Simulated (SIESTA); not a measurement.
Wanted: the native input for a SIESTA 5.4.2 run.

- Task: single point
- Functional: PBEsol
- Potentials or basis: PseudoDojo 0.4 standard (PBEsol files)
- Basis: DZP (energy shift 0.003 Ry; two zetas on semicore shells)
- Grid cutoff: 800 Ry
- Energy shift: 0.003 Ry
- k mesh: 11 × 11 × 11
- Occupations: fermi-dirac, width 0.05 eV
- Spin: no spin polarisation

TaAs:

```
CELL_PARAMETERS angstrom
-1.72181 1.72181 5.86794
1.72181 -1.72181 5.86794
1.72181 1.72181 -5.86794
ATOMIC_POSITIONS crystal
Ta 0.49997 0.49997 0.00000
Ta 0.24997 0.74997 0.50000
As 0.08263 0.08263 0.00000
As 0.83263 0.33263 0.50000
```

The cell is a database's computed one.

These files were run (other wordings do the same):

TaAs.fdf

```
SystemName                      TaAs
SystemLabel                     TaAs
NumberOfSpecies                 2
NumberOfAtoms                   4
%block ChemicalSpeciesLabel
  1  73 Ta
  2  33 As
%endblock ChemicalSpeciesLabel

LatticeConstant                 1.0 Ang
%block LatticeVectors
    -1.7218133622     1.7218133622     5.8679415361
     1.7218133622    -1.7218133622     5.8679415361
     1.7218133622     1.7218133622    -5.8679415361
%endblock LatticeVectors
AtomicCoordinatesFormat         Fractional
%block AtomicCoordinatesAndAtomicSpecies
     0.4999673000     0.4999673000     0.0000000000  1  Ta
     0.2499673000     0.7499673000     0.5000000000  1  Ta
     0.0826321200     0.0826321200     0.0000000000  2  As
     0.8326321200     0.3326321200     0.5000000000  2  As
%endblock AtomicCoordinatesAndAtomicSpecies

%block kgrid.MonkhorstPack
   11   0   0  0.0
    0  11   0  0.0
    0   0  11  0.0
%endblock kgrid.MonkhorstPack
XC.Functional                   GGA
XC.Authors                      PBEsol
PAO.BasisSize                   DZP
PAO.EnergyShift                 0.003 Ry
Mesh.Cutoff                     800 Ry
OccupationFunction              FD
ElectronicTemperature           0.05 eV
MaxSCFIterations                120
SCF.MustConverge                false
SCF.Mixer.Method                Pulay
SCF.Mixer.Weight                0.25
SCF.Mixer.History               8
SCF.DM.Tolerance                5.0e-05
SCF.H.Tolerance                 1.0e-03 eV
WriteForces                     true
Charge.Mulliken                 end
%block PAO.Basis
  Ta 5
  n=5 0 2
    3.138 0.000
  n=6 0 2
    7.687 0.000
  n=5 1 2
    3.782 0.000
  n=6 1 1
    7.687
  n=5 2 2
    7.138 0.000
  As 4
  n=4 0 2
    5.501 0.000
  n=4 1 2
    7.312 0.000
  n=3 2 2
    2.890 0.000
  n=4 2 1
    7.312
%endblock PAO.Basis
```

Potentials or basis: PseudoDojo 0.4 standard (PBEsol files), DZP (energy shift 0.003 Ry; two zetas on semicore shells).

Launch:

```sh
$ siesta TaAs.fdf > TaAs.out 2>&1
```

It gave:

| Quantity | Value |
| --- | --- |
| Pressure | -1.6 GPa |
| Largest force | 0.055 eV/Å |
| Band gap on the k mesh | none (metal or under the smearing width) |

Caveat: short orbitals over semicore shells can move pressures by several GPa; the basis of atomic orbitals isn't converged, which shifts pressures, moduli and gaps.

Run time: 5.1 min on 1 thread of Arm Neoverse V1, with other jobs on the host, peak memory 0.66 GiB.
